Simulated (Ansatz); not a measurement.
GdTl, space group Pm-3m: a comparison of magnetic orders, run with the Ansatz DFT code, driven from Python.

`gdtl.py`:
```python
import ansatz as az
import numpy as np
import pandas as pd


def count_gap(report):
    # lowest empty less highest filled band, counting bands; zero where they overlap
    return max(report.get("gap_by_band_count_ev") or 0.0, 0.0)

CELL = [
    (7.6271297, 0.0, 0.0),
    (0.0, 3.81356485, 0.0),
    (0.0, 0.0, 3.81356485),
]
ATOMS = [
    ("Gd", (0.0, 0.0, 0.0)),
    ("Tl", (0.25, 0.5, 0.5)),
    ("Gd", (0.5, 0.0, 0.0)),
    ("Tl", (0.75, 0.5, 0.5)),
]


def magnet(moments):
    crystal = az.Crystal(lattice=az.Lattice.of(CELL))
    for (symbol, position), moment in zip(ATOMS, moments):
        crystal = crystal.atom(symbol, position, moment=moment or None)
    return crystal


def main() -> None:
    orders = {
        "FM": [7, 0, 7, 0],
        "AFM": [7, 0, -7, 0],
    }

    rows = []
    for label, moments in orders.items():
        setup = (
            magnet(moments).calculation()
            .basis(16 * az.Ha)
            .functional(az.Functional.PBESOL)
            .occupations("fermi_dirac", width=0.1)
            .kpoints(4, 7, 7, center="gamma")
            .spin("collinear")
            .band_table()
        )
        report = setup.run().report
        rows.append((label, report["free_energy_ev"], report["magnetization_mub"], report["absolute_magnetization_mub"], max(abs(m) for m in report["site_moments_mub"]), count_gap(report)))
        print(label, "site moments:", [round(m, 2) for m in report["site_moments_mub"]])

    plain = magnet([0] * len(ATOMS)).calculation()
    plain = plain.basis(16 * az.Ha).functional(az.Functional.PBESOL)
    plain = plain.occupations("fermi_dirac", width=0.1)
    plain = plain.kpoints(4, 7, 7, center="gamma")
    plain = plain.band_table()
    report = plain.run().report
    rows.append(("NM", report["free_energy_ev"], 0.0, 0.0, 0.0, count_gap(report)))

    lowest = min(row[1] for row in rows)
    rows = [(row[0], 1000 * (row[1] - lowest) / 2, *row[2:]) for row in sorted(rows, key=lambda row: row[1])]
    print(pd.DataFrame(rows, columns=["order", "meV/magnetic atom", "net muB", "absolute muB", "largest site muB", "gap by band count eV"]).round(4).to_string(index=False))
    print("lowest of these starts:", rows[0][0])


if __name__ == "__main__":
    main()
```

Which magnetic state ends lowest, and by how much?

In order of energy: antiferro- or ferrimagnetic (+0.0 meV an atom, largest site moment 7.07 μB), ferromagnetic (+2.4 meV an atom, largest site moment 7.04 μB) and non-magnetic (+3414.4 meV an atom, largest site moment 0.00 μB). These are the states reached from the starts typed.

What the script printed:

```console
$ python gdtl.py
FM site moments: [7.04, -0.02, 7.04, -0.02]
AFM site moments: [7.07, -0.0, -7.07, 0.0]
order  meV/magnetic atom  net muB  absolute muB  largest site muB  gap by band count eV
  AFM             0.0000   0.0000       14.6944            7.0750                   0.0
   FM             4.8017  14.4309       14.5375            7.0417                   0.0
   NM          6828.7469   0.0000        0.0000            0.0000                   0.0
lowest of these starts: AFM
```

Notes:
- Open f shells: without a Hubbard U, without spin-orbit coupling; the state reached hangs on the start and needn't be the lowest.
- The mesh is modest for a metal, so energies can be off by several to tens of meV an atom and pressures by half a GPa or more; differences at equal mesh fare better.
- A gap by band count of zero or less means overlapping bands, a metal.
- The structure comes from a database of computed cells and needn't be a stable or known phase.
- Levels are Kohn-Sham eigenvalues on this mesh, without spin-orbit coupling.
- Each row is the state reached from that start at the given structure, not necessarily the lowest of its order; other orders weren't tried.
- The whole script took 26 s on 1 thread of Intel(R) Xeon(R) 6975P-C (Granite Rapids), on a shared host, peak memory 0.69 GiB.
